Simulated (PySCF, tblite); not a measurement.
# C₄H₁₀GeOS₂: geometry, infrared bands and NMR shifts

Wanted: the infrared bands and NMR shifts of C₄H₁₀GeOS₂ (`C[O][Ge@@H]([CH3])[S]C(C)=S`), by calculation.

Programs: tblite 0.8.0 and PySCF 2.14.0, with density-fitted response routines of our own. Each step states its level of theory. These are calculated values for one molecule in the gas phase, unless marked as measured. Atoms count from 0, in the outputs and in this text.

### 1 Starting geometry

18 atoms, charge 0, multiplicity 1; geometry from: force field or distance geometry start.

Bonds of the start (Å): C0–O1 1.39, O1–Ge2 1.81, Ge2–C3 1.95, Ge2–S4 2.21, S4–C5 1.78, C5–C6 1.51, C5–S7 1.42, C0–H8 1.12, C0–H9 1.10, C0–H10 1.10, Ge2–H11 1.57, C3–H12 1.09, C3–H13 1.10, C3–H14 1.12, C6–H15 1.10, C6–H16 1.12, C6–H17 1.12.

### 2 Geometry optimisation with GFN2-xTB

What the job is given:

```
{"job": {"kind": "relax", "xc": "GFN2-xTB", "basis": "xTB"}, "charge": 0, "multiplicity": 1}
C     -2.764600    -1.819100    -0.314000
O     -2.369800    -0.731500     0.455700
Ge    -1.058700     0.121600    -0.448000
C     -1.154000     2.048600    -0.159400
S      0.886800    -0.757400     0.106500
C      2.271000     0.246900    -0.381000
C      3.643100    -0.281300    -0.042200
S      2.071800     1.486200    -1.040500
H     -1.860800    -2.436500    -0.526700
H     -3.207700    -1.460200    -1.256300
H     -3.492500    -2.400800     0.263700
H     -1.368000    -0.111700    -1.973100
H     -0.229300     2.540800    -0.458800
H     -1.989300     2.508600    -0.710100
H     -1.292300     2.268500     0.931100
H      4.057100    -0.912900    -0.841300
H      4.320500     0.574900     0.220800
H      3.528200    -0.878500     0.897200
```

Started as:

```sh
OMP_NUM_THREADS=1 python probes_run.py task.json out
```

The driver reads the jobs from task.json and runs them one after another.

**Question.** This job is followed by: GFN2-xTB harmonic vibrations, gas phase; GIAO PBE0/pcSseg-1 NMR shielding, non-relativistic, gas phase. What will the session give for the following? strongest single infrared mode (GFN2-xTB); zero-point energy (GFN2-xTB); ¹³C shifts against TMS (PBE0/pcSseg-1); ¹H shifts against TMS (PBE0/pcSseg-1, means over atoms taken as alike); ¹⁷O shifts against H2O (PBE0/pcSseg-1); ⁷³Ge shifts against GeMe4 (PBE0/pcSseg-1); ³³S shifts against CS2 (PBE0/pcSseg-1).

As calculated:

| quantity | value |
| --- | --- |
| strongest single infrared mode (GFN2-xTB) | 1771 cm⁻¹, 296 km/mol |
| zero-point energy (GFN2-xTB) | 80.2 kcal/mol |
| ¹³C shifts against TMS (PBE0/pcSseg-1) | 262.2, 58.3, 43.9, 8.8 ppm |
| ¹H shifts against TMS (PBE0/pcSseg-1, means over atoms taken as alike) | 6.32, 3.80, 3.11, 1.13 ppm |
| ¹⁷O shifts against H2O (PBE0/pcSseg-1) | 36.0 ppm |
| ⁷³Ge shifts against GeMe4 (PBE0/pcSseg-1) | 1 ppm |
| ³³S shifts against CS2 (PBE0/pcSseg-1) | 767, 290 ppm |

What this shows: Over 151 steps the energy fell by 2.020 eV; of the close pairs, C5–S7 changed most, 1.418 to 1.637 Å. The lowest mode is imaginary (52i cm⁻¹), so the xTB geometry is not a minimum. The strongest single mode, at 1771 cm⁻¹, moves mainly H11. Unscaled tight-binding wavenumbers are off by several per cent, some by more. Its intensities can rank the bands wrongly. C5 (thiocarbonyl carbon) lies farthest downfield among carbon, at 262.2 ppm; low-lying n→π* states of the double bond to the heteroatom give a large paramagnetic term (-339 ppm). At PBE0/pcSseg-1: The largest span, 1330 ppm, is at S7, where the paramagnetic term is -1323 ppm. Spin-orbit coupling is left out, which matters for shieldings and couplings at and beside the heavy atoms.
